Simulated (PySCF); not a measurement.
**C₂H₆O₂SSi: electronic excitations and core binding energies**

Wanted: the electronic excitations and core binding energies of C₂H₆O₂SSi (`C[Si@@](O)(S)C=O`), by calculation.

Computed with PySCF 2.14.0, with density-fitted response routines of our own, on a single molecule in the gas phase. Atoms are numbered from 0 throughout.

### Step 1. Starting geometry

12 atoms, charge 0, multiplicity 1; geometry from: GFN2-xTB.

Bonds of the start (Å): C0–Si1 1.90, Si1–O2 1.62, Si1–S3 2.17, Si1–C4 1.92, C4–O5 1.20, C0–H6 1.09, C0–H7 1.09, C0–H8 1.09, O2–H9 0.95, S3–H10 1.32, C4–H11 1.11.

### Step 2. TDDFT and polarisability: CAM-B3LYP/def2-SVPD

What the job is given:

```
{"job": {"kind": "uv", "xc": "CAM-B3LYP", "basis": "def2-SVPD", "nstates": 8, "ntriplets": 3}, "charge": 0, "multiplicity": 1}
C      1.422124     0.602819     0.442202
Si    -0.293348    -0.177527     0.231746
O     -0.625200    -1.387848     1.256985
S     -1.836105     1.326053     0.480557
C     -0.511173    -0.999909    -1.487481
O     -0.069220    -0.541248    -2.509141
H      1.676408     1.226561    -0.409692
H      2.186037    -0.165136     0.523593
H      1.476865     1.223967     1.333110
H     -0.852941    -1.246357     2.173115
H     -1.474965     2.078954    -0.544432
H     -1.097283    -1.941015    -1.516590
```

With the program's defaults for keys left out, this is: TDDFT CAM-B3LYP/def2-SVPD, vertical, gas phase, core orbitals frozen in the response.

Run with:

```
$ OMP_NUM_THREADS=1 python probes_run.py task.json out
```

The driver reads the jobs from task.json and runs them one after another.

Log:

```text
coarse grid: 11312 points
cycle   1  E = -917.2520293204  dE =  7.069e-01  |g| = 9.854e-01  |ddm| = 4.581e+00
cycle   2  E = -916.9902554508  dE =  2.618e-01  |g| = 1.570e+00  |ddm| = 2.596e+00
cycle   3  E = -917.4502611120  dE = -4.600e-01  |g| = 1.479e-01  |ddm| = 1.463e+00
cycle   4  E = -917.4539401613  dE = -3.679e-03  |g| = 7.516e-02  |ddm| = 2.000e-01
cycle   5  E = -917.4549317822  dE = -9.916e-04  |g| = 1.692e-02  |ddm| = 8.690e-02
cycle   6  E = -917.4549972451  dE = -6.546e-05  |g| = 4.498e-03  |ddm| = 2.470e-02
cycle   7  E = -917.4550028544  dE = -5.609e-06  |g| = 1.193e-03  |ddm| = 8.113e-03
final grid: 100736 points
cycle   8  E = -917.5781658894  dE = -1.941e-05  |g| = 3.483e-03  |ddm| = 4.053e-02
cycle   9  E = -917.5781643276  dE =  1.562e-06  |g| = 4.691e-03  |ddm| = 8.816e-03
cycle  10  E = -917.5781686075  dE = -4.280e-06  |g| = 6.891e-04  |ddm| = 4.133e-03
cycle  11  E = -917.5781687073  dE = -9.985e-08  |g| = 1.548e-04  |ddm| = 7.440e-04
cycle  12  E = -917.5781687145  dE = -7.110e-09  |g| = 4.219e-05  |ddm| = 2.856e-04
cycle  13  E = -917.5781687150  dE = -5.721e-10  |g| = 1.866e-05  |ddm| = 6.961e-05
converged SCF energy = -917.5781687150

Static polarisability (au): isotropic 77.112, principal 72.742 75.918 82.675

Singlet excitations
state   eV       nm        f      main configurations
  1   3.1704    391.1   0.00292   H->L 0.82, H-1->L 0.12
  2   5.4893    225.9   0.01412   H-1->L 0.76, H->L 0.13
  3   6.0303    205.6   0.02624   H->L+1 0.60, H-1->L+1 0.18
  4   6.5660    188.8   0.03070   H->L+2 0.65, H->L+5 0.09
  5   6.7009    185.0   0.00665   H-1->L+1 0.36, H->L+1 0.28
  6   6.7992    182.4   0.05795   H-2->L 0.84
  7   7.0676    175.4   0.02374   H->L+4 0.35, H->L+5 0.11, H-1->L+4 0.10
  8   7.2054    172.1   0.01596   H->L+3 0.34, H-1->L+2 0.23, H-1->L+1 0.15

Triplet excitations (Tamm-Dancoff, eV): 2.4885 5.1975 5.6728
```

Run time: 58 s. Hardware: 1 thread of Arm Neoverse N1, shared host; peak memory 0.81 GiB.

Frontier orbitals and where they lie:

```
orbital      eV                       atoms
 HOMO−3  -11.58   O2 34 %, S3 23 %, C0 11 %
 HOMO−2  -10.31   S3 40 %, C0 16 %, O2 15 %
 HOMO−1   -9.22   S3 61 %, O5 14 %, Si1 8 %
   HOMO   -8.34   O5 36 %, S3 21 %, C4 18 %
   LUMO   -0.57  C4 37 %, O5 31 %, Si1 11 %
 LUMO+1    0.45  S3 25 %, O2 23 %, Si1 18 %
 LUMO+2    1.20    S3 45 %, O2 9 %, H10 8 %
```

With each of the 8 states as a Gaussian band of 0.4 eV half-width at 1/e, the curve within the window shown has maxima at 391 nm (ε 120), 182 nm (ε 4,400) L/(mol cm). Beyond the last state computed it falls off for lack of states. The curve at chosen wavelengths:

| nm | ε (L/mol/cm) |
| --- | --- |
| 165 | 772 |
| 178 | 3996 |
| 190 | 3301 |
| 203 | 1551 |
| 216 | 1027 |
| 228 | 676 |
| 241 | 275 |
| 254 | 55 |
| 266 | 8 |
| 279 | 1 |
| 292 | 0 |
| 304 | 1 |
| 317 | 4 |
| 330 | 14 |
| 343 | 35 |
| 355 | 62 |
| 368 | 93 |
| 381 | 113 |
| 393 | 118 |
| 406 | 108 |
| 419 | 89 |
| 431 | 69 |
| 444 | 48 |
| 457 | 32 |
| 469 | 21 |
| 482 | 13 |

Leading natural transition orbitals of singlet state 6: the hole lies on S3 36 %; O2 20 %; C0 16 %; the particle on C4 37 %; O5 26 %; Si1 10 %.

Leading natural transition orbitals of singlet state 1: the hole lies on O5 57 %; H11 15 %; C4 12 %; the particle on C4 45 %; O5 32 %; H11 10 %.

Further results of this job:

```
           property  computed
  dipole moment (D)      2.74
polarisability (Å³)     11.43
 HOMO–LUMO gap (eV)      7.77
      −ε(HOMO) (eV)      8.34
```

The fields below are evaluated on a grid from the run's orbitals.

Frontier orbitals at CAM-B3LYP/def2-SVPD, with the share of their density that lies nearest to each atom:

```
orbital  energy (eV)                     lies on
   HOMO        -8.34   O5 37 %; S3 21 %; C4 13 %
   LUMO        -0.57  C4 39 %; O5 28 %; H11 11 %
```

ELF in a plane through or near 5 of the atoms.

Ten even steps from ' ' (0.00) to '@' (1.00):
```
                                                        
                                                        
                                                        
                        ::::::                          
                      --##%%##++::::..                  
                      --##@@%%####**==                  
                      ::**##..::%%##++                  
                      ..++%%######==..                  
          ..----::....::::------..    ::%%@@%%==        
        ..--******++++##**::  ::##****@@@@@@@@@@::      
        ..::++****==--##%%++--##@@**==@@@@@@@@%%::      
            ..--++==--++==--..--**::::==++==..          
              ..++##%%**..      ==##%%##==..            
              ..**%%@@##      ==####==%%%%##--          
                --****--      ==##%%%%%%%%##--          
                              ..--========::            
                                                        
                                                        
                                                        
                                                        
```
The map spans 10.3 Å across and 10.4 Å up, centred on the molecule. Atoms in the plane (x, y in Å): O2 (0.4, 1.8), C4 (1.7, -0.6), O5 (1.8, -1.8), H9 (-0.1, 2.6), H11 (2.5, 0.0).

On the surface of density 0.002 e/bohr³ the electrostatic potential runs, from the 1st to the 99th percentile, from -1.45 V near O5 to 2.63 V near H9.

### Step 3. Core holes by ΔSCF: SCAN, X2C

The job, as its differences from that of step 2:

```diff
@@ -1,2 +1,2 @@
-{"job": {"kind": "uv", "xc": "CAM-B3LYP", "basis": "def2-SVPD", "nstates": 8, "ntriplets": 3}, "charge": 0, "multiplicity": 1}
+{"job": {"kind": "xps"}, "charge": 0, "multiplicity": 1}
 C      1.422124     0.602819     0.442202
```

Level: delta-SCF UKS SCAN, pcX-2 on the ionised atom, pcseg-1 elsewhere, spin-free X2C.

Log:

```text
ground state, core basis on atom 0 (C), 153 functions
  cycle   1  E = -919.34376379  |g| = 9.70e-01
  cycle   2  E = -918.68314799  |g| = 2.01e+00
  cycle   3  E = -919.50677516  |g| = 3.76e-01
  cycle   4  E = -919.53604514  |g| = 1.03e-01
  cycle   5  E = -919.53755543  |g| = 5.49e-02
  cycle   6  E = -919.53820891  |g| = 8.74e-03
  cycle   7  E = -919.53822116  |g| = 4.11e-03
  cycle   8  E = -919.53822682  |g| = 8.01e-04
  cycle   9  E = -919.53822675  |g| = 1.28e-04
  E(ground) = -919.59462817 Eh
hole in C 1s of atom 0
  cycle   1  E = -908.29638124  |g| = 1.50e+00
  cycle   2  E = -907.53839457  |g| = 1.83e+00
  cycle   3  E = -908.78591887  |g| = 4.07e-01
  cycle   4  E = -908.81335365  |g| = 3.42e-01
  cycle   5  E = -908.85891679  |g| = 1.30e-01
  cycle   6  E = -908.86505501  |g| = 4.52e-02
  cycle   7  E = -908.86595605  |g| = 1.19e-02
  cycle   8  E = -908.86601184  |g| = 5.54e-03
  cycle   9  E = -908.86602608  |g| = 2.10e-03
  cycle  10  E = -908.86602720  |g| = 8.59e-04
  cycle  11  E = -908.86602894  |g| = 3.23e-04
  E(ion) = -908.92167544 Eh   <S^2> = 0.7667   hole on atom = 1.000   binding energy = 290.426 eV
ground state, core basis on atom 1 (Si), 164 functions
  cycle   1  E = -919.64300482  |g| = 2.89e-01
  cycle   2  E = -919.64283375  |g| = 5.60e-02
  cycle   3  E = -919.64186753  |g| = 8.18e-02
  cycle   4  E = -919.64322142  |g| = 2.97e-02
  cycle   5  E = -919.64338242  |g| = 5.02e-03
  cycle   6  E = -919.64339122  |g| = 6.88e-04
  cycle   7  E = -919.64339372  |g| = 1.69e-04
  E(ground) = -919.65905069 Eh
hole in Si 1s of atom 1
  cycle   1  E = -850.67390268  |g| = 4.35e+00
  cycle   2  E = -850.09600057  |g| = 2.50e+00
  cycle   3  E = -850.52086444  |g| = 1.47e+00
  cycle   4  E = -851.52259777  |g| = 7.25e-01
  cycle   5  E = -851.65548283  |g| = 4.12e-01
  cycle   6  E = -851.73205752  |g| = 9.09e-02
  cycle   7  E = -851.73570014  |g| = 4.39e-02
  cycle   8  E = -851.73671781  |g| = 9.89e-03
  cycle   9  E = -851.73675469  |g| = 5.39e-03
  cycle  10  E = -851.73677046  |g| = 1.75e-03
  cycle  11  E = -851.73677306  |g| = 3.58e-04
  E(ion) = -851.76067386 Eh   <S^2> = 0.7524   hole on atom = 1.000   binding energy = 1847.609 eV
hole in Si 2p of atom 1
  cycle   1  E = -915.33899957  |g| = 1.25e+00
  cycle   2  E = -914.73831288  |g| = 1.52e+00
  cycle   3  E = -915.45373496  |g| = 6.68e-01
  cycle   4  E = -915.63150023  |g| = 3.09e-01
  cycle   5  E = -915.66177660  |g| = 1.25e-01
  cycle   6  E = -915.66940184  |g| = 3.58e-02
  cycle   7  E = -915.67016608  |g| = 8.16e-03
  cycle   8  E = -915.67019580  |g| = 3.57e-03
  cycle   9  E = -915.67020003  |g| = 1.87e-03
  cycle  10  E = -915.67020182  |g| = 4.79e-04
  E(ion) = -915.69700420 Eh   <S^2> = 0.7522   hole on atom = 1.003   binding energy = 107.813 eV
  2p3/2 = 107.650 eV   2p1/2 = 108.278 eV
ground state, core basis on atom 2 (O), 153 functions
  cycle   1  E = -919.57074567  |g| = 9.88e-02
  cycle   2  E = -919.57022931  |g| = 6.55e-02
  cycle   3  E = -919.57043789  |g| = 5.83e-02
  cycle   4  E = -919.57102960  |g| = 1.03e-02
  cycle   5  E = -919.57105336  |g| = 3.38e-03
  cycle   6  E = -919.57105802  |g| = 4.86e-04
  E(ground) = -919.62472258 Eh
hole in O 1s of atom 2
  cycle   1  E = -898.94333787  |g| = 2.22e+00
  cycle   2  E = -896.69054393  |g| = 2.66e+00
  cycle   3  E = -899.04177901  |g| = 1.20e+00
  cycle   4  E = -899.57785379  |g| = 6.43e-01
  cycle   5  E = -899.71679937  |g| = 3.00e-01
  cycle   6  E = -899.75116085  |g| = 1.01e-01
  cycle   7  E = -899.75659462  |g| = 2.51e-02
  cycle   8  E = -899.75693802  |g| = 8.78e-03
  cycle   9  E = -899.75698594  |g| = 3.41e-03
  cycle  10  E = -899.75699219  |g| = 1.02e-03
  cycle  11  E = -899.75699097  |g| = 3.26e-04
  E(ion) = -899.81180731 Eh   <S^2> = 0.7611   hole on atom = 1.000   binding energy = 539.137 eV
ground state, core basis on atom 3 (S), 164 functions
  cycle   1  E = -919.68300244  |g| = 4.11e-01
  cycle   2  E = -919.68088850  |g| = 1.32e-01
  cycle   3  E = -919.67712109  |g| = 1.93e-01
  cycle   4  E = -919.68425883  |g| = 9.65e-03
  cycle   5  E = -919.68427905  |g| = 5.74e-03
  cycle   6  E = -919.68428222  |g| = 1.71e-03
  cycle   7  E = -919.68428227  |g| = 4.24e-04
  E(ground) = -919.72663132 Eh
hole in S 1s of atom 3
  cycle   1  E = -827.44497520  |g| = 5.08e+00
  cycle   2  E = -825.97205978  |g| = 2.58e+00
  cycle   3  E = -819.42792584  |g| = 3.11e+00
  cycle   4  E = -828.44889831  |g| = 6.95e-01
  cycle   5  E = -828.26004649  |g| = 9.65e-01
  cycle   6  E = -828.65295975  |g| = 1.36e-01
  cycle   7  E = -828.65968452  |g| = 7.59e-02
  cycle   8  E = -828.66197286  |g| = 3.39e-02
  cycle   9  E = -828.66234156  |g| = 1.15e-02
  cycle  10  E = -828.66240328  |g| = 2.56e-03
  cycle  11  E = -828.66240399  |g| = 9.24e-04
  cycle  12  E = -828.66240582  |g| = 2.24e-04
  E(ion) = -828.69643695 Eh   <S^2> = 0.7514   hole on atom = 1.000   binding energy = 2477.058 eV
hole in S 2p of atom 3
  cycle   1  E = -913.00323817  |g| = 1.52e+00
  cycle   2  E = -911.22780982  |g| = 1.83e+00
  cycle   3  E = -910.78862177  |g| = 1.73e+00
  cycle   4  E = -913.34192252  |g| = 4.91e-01
  cycle   5  E = -913.35231654  |g| = 4.39e-01
  cycle   6  E = -913.44092517  |g| = 9.99e-02
  cycle   7  E = -913.44422352  |g| = 6.40e-02
  cycle   8  E = -913.44591408  |g| = 1.87e-02
  cycle   9  E = -913.44603123  |g| = 8.13e-03
  cycle  10  E = -913.44606378  |g| = 1.60e-03
  cycle  11  E = -913.44606461  |g| = 6.02e-04
  cycle  12  E = -913.44606536  |g| = 2.09e-04
  E(ion) = -913.49552458 Eh   <S^2> = 0.7530   hole on atom = 1.001   binding energy = 169.557 eV
  2p3/2 = 169.293 eV   2p1/2 = 170.536 eV
ground state, core basis on atom 4 (C), 153 functions
  cycle   1  E = -919.54259157  |g| = 6.09e-02
  cycle   2  E = -919.54240276  |g| = 3.43e-02
  cycle   3  E = -919.54255113  |g| = 2.77e-02
  cycle   4  E = -919.54278024  |g| = 8.30e-03
  cycle   5  E = -919.54279088  |g| = 1.83e-03
  cycle   6  E = -919.54279164  |g| = 4.41e-04
  E(ground) = -919.59900182 Eh
hole in C 1s of atom 4
  cycle   1  E = -908.21285414  |g| = 1.49e+00
  cycle   2  E = -905.92565984  |g| = 2.29e+00
  cycle   3  E = -908.25195091  |g| = 9.18e-01
  cycle   4  E = -908.42684653  |g| = 7.91e-01
  cycle   5  E = -908.71467585  |g| = 3.09e-01
  cycle   6  E = -908.77867822  |g| = 5.43e-02
  cycle   7  E = -908.76334462  |g| = 1.45e-01
  cycle   8  E = -908.78009236  |g| = 1.89e-02
  cycle   9  E = -908.78000696  |g| = 2.22e-02
  cycle  10  E = -908.78041808  |g| = 8.00e-03
  cycle  11  E = -908.78050352  |g| = 3.02e-03
  cycle  12  E = -908.78052711  |g| = 3.07e-03
  cycle  13  E = -908.78054142  |g| = 1.28e-03
  cycle  14  E = -908.78054174  |g| = 9.13e-04
  cycle  15  E = -908.78054116  |g| = 1.63e-03
  cycle  16  E = -908.78054449  |g| = 5.69e-04
  cycle  17  E = -908.78054493  |g| = 7.15e-04
  cycle  18  E = -908.78054489  |g| = 3.34e-04
  E(ion) = -908.83549203 Eh   <S^2> = 0.9667   hole on atom = 1.000   binding energy = 292.890 eV
ground state, core basis on atom 5 (O), 153 functions
  cycle   1  E = -919.56689404  |g| = 9.38e-02
  cycle   2  E = -919.56625428  |g| = 6.37e-02
  cycle   3  E = -919.56555038  |g| = 8.85e-02
  cycle   4  E = -919.56701376  |g| = 7.65e-03
  cycle   5  E = -919.56703138  |g| = 8.39e-04
  cycle   6  E = -919.56703369  |g| = 3.07e-04
  E(ground) = -919.62143943 Eh
hole in O 1s of atom 5
  cycle   1  E = -898.94990455  |g| = 2.22e+00
  cycle   2  E = -897.45644304  |g| = 2.40e+00
  cycle   3  E = -899.23974655  |g| = 8.78e-01
  cycle   4  E = -898.89298193  |g| = 9.48e-01
  cycle   5  E = -899.70325360  |g| = 3.11e-01
  cycle   6  E = -899.78331118  |g| = 9.85e-02
  cycle   7  E = -899.78779282  |g| = 5.15e-02
  cycle   8  E = -899.78890939  |g| = 1.63e-02
  cycle   9  E = -899.78905576  |g| = 8.30e-03
  cycle  10  E = -899.78913082  |g| = 5.24e-03
  cycle  11  E = -899.78917357  |g| = 5.43e-03
  cycle  12  E = -899.78922197  |g| = 4.93e-03
  cycle  13  E = -899.78927246  |g| = 3.95e-03
  cycle  14  E = -899.78928145  |g| = 1.67e-03
  cycle  15  E = -899.78928618  |g| = 5.51e-04
  cycle  16  E = -899.78928647  |g| = 1.69e-04
  E(ion) = -899.84484488 Eh   <S^2> = 0.8388   hole on atom = 1.000   binding energy = 538.149 eV
```

Wall time 2.6 min (1 thread of Arm Neoverse N1, shared host); peak memory 0.66 GiB.

The holes in one table. −ε is the ground-state orbital energy:

```
       hole  stands for                  environment  ΔSCF (eV; 2p as the shell's mean)  −ε (eV)   ⟨S²⟩
  C1s on C0          C0   methyl carbon bonded to Si                             290.43    273.6  0.767
Si1s on Si1         Si1  silicon bonded to 2 C, O, S                            1847.61   1794.6  0.752
Si2p on Si1         Si1  silicon bonded to 2 C, O, S                             107.86     97.3  0.752
  O1s on O2          O2       oxygen bonded to Si, H                             539.14    517.3  0.761
  S1s on S3          S3       sulfur bonded to Si, H                            2477.06   2415.0  0.751
  S2p on S3          S3       sulfur bonded to Si, H                             169.71    158.1  0.753
  C1s on C4          C4              carbonyl carbon                  292.89 (doubtful)    275.9  0.967
  O1s on O5          O5              carbonyl oxygen                             538.15    517.0  0.839
```

Doubtful: the ion did not converge, its hole moved, or its ⟨S²⟩ is well above 0.75.

With the spin-orbit splitting: Si1 2p3/2 107.65, 2p1/2 108.28 eV; S3 2p3/2 169.29, 2p1/2 170.54 eV. The table gives each 2p level as the mean over the whole 2p shell (two parts 2p3/2, one part 2p1/2), which differs a little from the single hole in the log.

### Step 4. Summary of results

```
                                                    quantity                        value
                        lowest singlet (CAM-B3LYP/def2-SVPD)  3.17 eV (391 nm), f = 0.003
                    brightest single state of those computed  state 6, 6.80 eV, f = 0.058
                                              lowest triplet                      2.49 eV
                       surface potential, 1st and 99th percentile           -1.45 V and 2.63 V
                            O1s binding energies, SCAN/pcX-2      O2 539.14, O5 538.15 eV
C1s binding energies, SCAN/pcX-2 (standing for 1 of 2 atoms)                 C0 290.43 eV
                           Si1s binding energies, SCAN/pcX-2               Si1 1847.61 eV
                           Si2p binding energies, SCAN/pcX-2                Si1 107.86 eV
                            S1s binding energies, SCAN/pcX-2                S3 2477.06 eV
                            S2p binding energies, SCAN/pcX-2                 S3 169.71 eV
```

**Reading.** The lowest singlet, at 3.17 eV, is HOMO→LUMO 0.82, HOMO−1→LUMO 0.12 and is weak; of the 8 states computed, the strongest absorption comes from state 6 at 6.80 eV. The lowest triplet lies 0.68 eV below the lowest singlet (triplets in Tamm-Dancoff, singlets in full TDDFT). By nearest atom (CAM-B3LYP/def2-SVPD), the HOMO sits on O5 37 %; S3 21 % and the LUMO on C4 39 %; O5 28 %. O2 (oxygen bonded to Si, H) binds its O1s electron 0.99 eV more tightly than O5 (carbonyl oxygen).
